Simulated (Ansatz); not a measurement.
**MnSi+ (septet): geometry optimisation**

Aim: relax a generated start of MnSi+ (septet) and see which bonds hold.

The runs use Ansatz 0.2.0, Gaussian basis; UKS PBE0/def2-TZVP.

### Step 1. Where the work starts

2 atoms, charge 1, spin multiplicity 7.

Atoms are counted from 1 here; the program's logs count them from 0.

Bond lengths: Mn1–Si2 2.500 Å.

The start is set by covalent radii. Sticks and bond lists go by distance. 

### Step 2. The run

Contents of in.yaml:

```yaml
crystal:
  periodic: [false, false, false]
  atoms:
    - {symbol: Mn, position_ang: [0.000000, 0.000000, 0.000000]}
    - {symbol: Si, position_ang: [0.000000, 0.000000, 2.500000]}
basis:
  gaussian: {orbitals: def2-TZVP}
total_charge: 1
magnetization: {spin_polarized: true, initial_magnetization: 6}
hamiltonian: {xc: pbe0}
relax: {f_tol: 0.004, max_steps: 80}
```

The run is started by

```
$ ansatz run in.yaml --threads 1 --pin off --events-out ev --progress --plain --max-ram 2176MiB
```

Before running it: what results should come out? Wanted: energy gained; shift from the start; total energy; ⟨S²⟩.

As calculated:

| quantity | value |
| --- | --- |
| steps | 4 |
| energy gained | 0.066 eV |
| shift from the start (rms) | 0.083 Å |
| total energy | -39179.2165 eV |
| ⟨S²⟩ | 12.182 |

The bonds of the start are those of the end. Mn1–Si2 went from 2.500 to 2.665 Å. The determinant is spin-contaminated (excess 0.18). No vibrations were run, so this is a stationary point, not a proven minimum, and this spin need not be the ground state's.
